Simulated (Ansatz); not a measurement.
# CdCS3 (element-swapped structure): how the settings move a single-point run

Question: which choices in the input matter for CdCS3 (element-swapped structure)?

Program: Ansatz 0.2.0. Level of theory: reference: DFT r2SCAN, plane waves, PAW, scalar-relativistic, no spin polarisation. These are calculated values, not measurements.

### Step 1. Starting point

It takes space group R3 (No. 146, trigonal). Conventional cell: a = 5.997 Å, b = 5.997 Å, c = 18.778 Å, α = 90.00°, β = 90.00°, γ = 120.00°. Cd (site symmetry 3) has 6 S at 2.61 to 2.63 Å as nearest neighbours. Cd (site symmetry 3) has 6 S at 2.61 to 2.65 Å as nearest neighbours. C (site symmetry 3) has 3 S at 1.98 Å and 1 C at 2.15 Å as nearest neighbours. C (site symmetry 3) is surrounded by 3 S at 1.95 Å and 1 C at 2.15 Å. S (site symmetry 1) is surrounded by 1 C at 1.98 Å and 2 Cd at 2.61 to 2.63 Å. Around S (site symmetry 1) lie 1 C at 1.95 Å and 2 Cd at 2.61 to 2.65 Å.

Structure file:

```xyz
10
Lattice="2.9983 5.1932 0.0000 -2.9983 5.1932 0.0000 -2.9983 1.7311 6.2593" Properties=species:S:1:pos:R:3 pbc="T T T"
Cd   -2.9983    5.1932    6.1798
Cd   -0.0003    6.9245    0.0873
C    -2.9980    5.1930    1.0641
C     0.0003    6.9241    5.1771
S     1.1052    5.1312    1.6293
S    -1.9981    3.5847    1.6293
S    -2.1054    6.8637    1.6293
S    -4.1251    6.9703    4.6400
S    -0.9756    8.5221    4.6400
S    -0.8959    5.2805    4.6400
```

### Step 2. The reference run

input.yaml

```yaml
crystal:
  lattice:
    - [2.998305, 5.193214, 0.0]
    - [-2.998305, 5.193214, 0.0]
    - [-2.998305, 1.731068, 6.259317]
  atoms:
    - { symbol: Cd, position: [0.3291, 0.3418, 0.9873] }
    - { symbol: Cd, position: [0.67128, 0.65744, 0.01394] }
    - { symbol: C, position: [0.0567, 0.8866, 0.17] }
    - { symbol: C, position: [0.9424, 0.1152, 0.8271] }
    - { symbol: S, position: [0.7651, 0.1362, 0.2603] }
    - { symbol: S, position: [0.0987, 0.5048, 0.2603] }
    - { symbol: S, position: [0.3965, 0.8384, 0.2603] }
    - { symbol: S, position: [0.2303, 0.8648, 0.7413] }
    - { symbol: S, position: [0.9049, 0.489, 0.7413] }
    - { symbol: S, position: [0.6061, 0.1636, 0.7413] }
  symmetry: { tolerance: 0.0003 }
kpoints:
  mp_grid: { grid: [4, 4, 4], shift: [0, 0, 0] }
magnetization:
  spin_polarized: false
scf:
  occupations: { method: cold, width: 0.2383 }
hamiltonian:
  pseudopotentials: { kind: paw }
  xc: r2scan
basis:
  ecutwfc: 500
output:
  forces: true
  stress: true
  eigenvalues: true
```

On the command line:

```console
ansatz run input.yaml --threads 1 --pin off --max-ram 2560MiB --backend cpu --events-out ev --progress --plain --runs-dir out
```

### Step 3. Changed: mp_grid.shift [0.5, 0.5, 0.5], occupations.method tetrahedron, width left out

input.yaml: that of step 2 with these lines changed.

```diff
@@ -18,3 +18,3 @@
 kpoints:
-  mp_grid: { grid: [4, 4, 4], shift: [0, 0, 0] }
+  mp_grid: { grid: [4, 4, 4], shift: [0.5, 0.5, 0.5] }
 magnetization:
@@ -22,3 +22,3 @@
 scf:
-  occupations: { method: cold, width: 0.2383 }
+  occupations: { method: tetrahedron }
 hamiltonian:
```

### Step 4. Changing settings: symmetry.detect false, mp_grid.grid [5, 5, 5], xc rpbe, tolerance left out

input.yaml: that of step 2 with these lines changed.

```diff
@@ -16,5 +16,5 @@
     - { symbol: S, position: [0.6061, 0.1636, 0.7413] }
-  symmetry: { tolerance: 0.0003 }
+  symmetry: { detect: false }
 kpoints:
-  mp_grid: { grid: [4, 4, 4], shift: [0, 0, 0] }
+  mp_grid: { grid: [5, 5, 5], shift: [0, 0, 0] }
 magnetization:
@@ -25,3 +25,3 @@
   pseudopotentials: { kind: paw }
-  xc: r2scan
+  xc: rpbe
 basis:
```

### Step 5. Variant: starting moments, spin_polarized true, scf.algorithm density_mixing, dr2_threshold 1.0e-09

input.yaml

```yaml
crystal:
  lattice:
    - [2.998305, 5.193214, 0.0]
    - [-2.998305, 5.193214, 0.0]
    - [-2.998305, 1.731068, 6.259317]
  atoms:
    - { symbol: Cd, position: [0.3291, 0.3418, 0.9873], spin: 4.0 }
    - { symbol: Cd, position: [0.67128, 0.65744, 0.01394], spin: 0.5 }
    - { symbol: C, position: [0.0567, 0.8866, 0.17], spin: 1.0 }
    - { symbol: C, position: [0.9424, 0.1152, 0.8271], spin: -2.0 }
    - { symbol: S, position: [0.7651, 0.1362, 0.2603], spin: 4.0 }
    - { symbol: S, position: [0.0987, 0.5048, 0.2603], spin: 4.0 }
    - { symbol: S, position: [0.3965, 0.8384, 0.2603], spin: -1.0 }
    - { symbol: S, position: [0.2303, 0.8648, 0.7413], spin: -0.5 }
    - { symbol: S, position: [0.9049, 0.489, 0.7413], spin: 1.0 }
    - { symbol: S, position: [0.6061, 0.1636, 0.7413], spin: -0.5 }
  symmetry: { tolerance: 0.0003 }
kpoints:
  mp_grid: { grid: [4, 4, 4], shift: [0, 0, 0] }
magnetization:
  spin_polarized: true
scf:
  occupations: { method: cold, width: 0.2383 }
  algorithm: density_mixing
  convergence: { dr2_threshold: 1.0e-09 }
hamiltonian:
  pseudopotentials: { kind: paw }
  xc: r2scan
basis:
  ecutwfc: 500
output:
  forces: true
  stress: true
  eigenvalues: true
```

### Step 6. Variant: mixing.algorithm msr1, mixing.beta 0.05, mixing.ndim 4, n_extra_bands 4

input.yaml: that of step 2 with these lines changed.

```diff
@@ -23,2 +23,4 @@
   occupations: { method: cold, width: 0.2383 }
+  mixing: { algorithm: msr1, beta: 0.05, ndim: 4 }
+  n_extra_bands: 4
 hamiltonian:
```

Q: Predict the outcome of this session. Wanted: for each run, ending; energy change; pressure; gap; force.

As calculated:

| run | ending | energy change | pressure (GPa) | gap (eV) | force (eV/Å) | cycles | time |
| --- | --- | --- | --- | --- | --- | --- | --- |
| reference | converged | 0 | -7.3 | 0.00 | 2.95 | 8 | 24 s |
| 1: mp_grid.shift [0.5, 0.5, 0.5], occupations.method tetrahedron, width left out | converged | +0.1 meV/atom (σ→0) | -7.3 | 0.00 | 2.92 | 9 | 54 s |
| 2: symmetry.detect false, mp_grid.grid [5, 5, 5], xc rpbe, tolerance left out | converged | not comparable | -3.2 | 0.00 | 2.79 | 8 | 56 s |
| 3: starting moments, spin_polarized true, scf.algorithm density_mixing, dr2_threshold 1.0e-09 | converged | 0.0 meV/atom | -7.3 | 0.00 | 2.95 | 27 | 4.5 min |
| 4: mixing.algorithm msr1, mixing.beta 0.05, mixing.ndim 4, n_extra_bands 4 | converged | 0.0 meV/atom | -7.3 | 0.00 | 2.95 | 9 | 24 s |

Residual by cycle in the longest SCF loop of each run; runs are numbered as in the table. The quantity is the density residual dr2, in eV.

| cycle | reference | run 1 | run 2 | run 3 | run 4 |
| --- | --- | --- | --- | --- | --- |
| 1 | 0.0904 | 0.0945 | 0.0302 | 5.51 | 0.0902 |
| 3 | 0.00749 | 0.00231 | 0.00188 | 0.398 | 0.0251 |
| 6 | 4.7e-6 | 8.0e-6 | 2.9e-6 | 0.0206 | 3.6e-5 |
| 8 | 3.9e-8 | 2.2e-7 | 1.8e-8 | 0.164 | 3.0e-7 |
| 10 | - | - | - | 0.0281 | - |
| 13 | - | - | - | 6.2e-4 | - |
| 15 | - | - | - | 5.3e-5 | - |
| 18 | - | - | - | 1.9e-6 | - |
| 20 | - | - | - | 1.9e-7 | - |
| 22 | - | - | - | 2.7e-8 | - |
| 25 | - | - | - | 1.3e-9 | - |
| 27 | - | - | - | 6.8e-11 | - |

The pressure spans -7.3 to -3.2 GPa over the reference and the converged variants. Of the variants the dearest is «starting moments, spin_polarized true, scf.algorithm density_mixing, dr2_threshold 1.0e-09» (4.5 min), the cheapest «mixing.algorithm msr1, mixing.beta 0.05, mixing.ndim 4, n_extra_bands 4» (24 s), on a shared host.

The reference has limits of its own: its mesh is coarse for a cell with so small a gap or none; the cell is far from equilibrium (-7 GPa, forces up to 2.9 eV/Å), so its values aren't those of the relaxed material; the structure is made up and not relaxed.
